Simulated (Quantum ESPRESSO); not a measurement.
## Al2Cl in Quantum ESPRESSO: the effect of functional

The system is Al2Cl.

```
Al Cl
1.0
     3.78917    0.00000    0.00000
     0.00000    3.78917    0.00000
     0.00000    0.00000    4.76684
Al Cl
2 1
Direct
  0.50000 0.00000 0.34803
  0.00000 0.50000 0.34803
  0.00000 0.00000 0.38485
```

The cell was built by a generator and needn't be a form met in nature.

Alike in all runs:

| Property | Result |
| --- | --- |
| Program | Quantum ESPRESSO 7.5 |
| Task | phonons |
| Potentials or basis | PseudoDojo 0.4.1 SR PBE standard |
| Cutoff | 789 eV |
| Density cutoff | 3157 eV |
| k mesh | 6 × 6 × 4, shifted |
| Occupations | fermi-dirac, width 0.05 eV |
| Spin | no spin polarisation |

Each run relaxes the cell or the atoms first.

```csv
functional,relaxed volume (Å³/atom),highest phonon frequency (cm⁻¹)
BLYP,27.44,271
AM05,23.64,346
RPBE,27.49,322
vdW-DF-cx,?,?
```

Task: What does the run with functional vdW-DF-cx give?

Result: Relaxed volume 23.78 Å³/atom; highest phonon frequency 152 cm⁻¹.

Caveats: the mesh is thin for the phonons of a metal; the potentials were made for another functional, which shifts forces and pressure; some modes are imaginary; an odd number of electrons without spin polarisation forces a metal; a magnetic or distorted state may lie lower; the layers were relaxed without a dispersion term, so their spacing and the soft interlayer modes are unreliable (some runs); the volume moved by over 15 % at a fixed basis, so the end points are rough (some runs).

Runs at the PBE level aren't shown here.
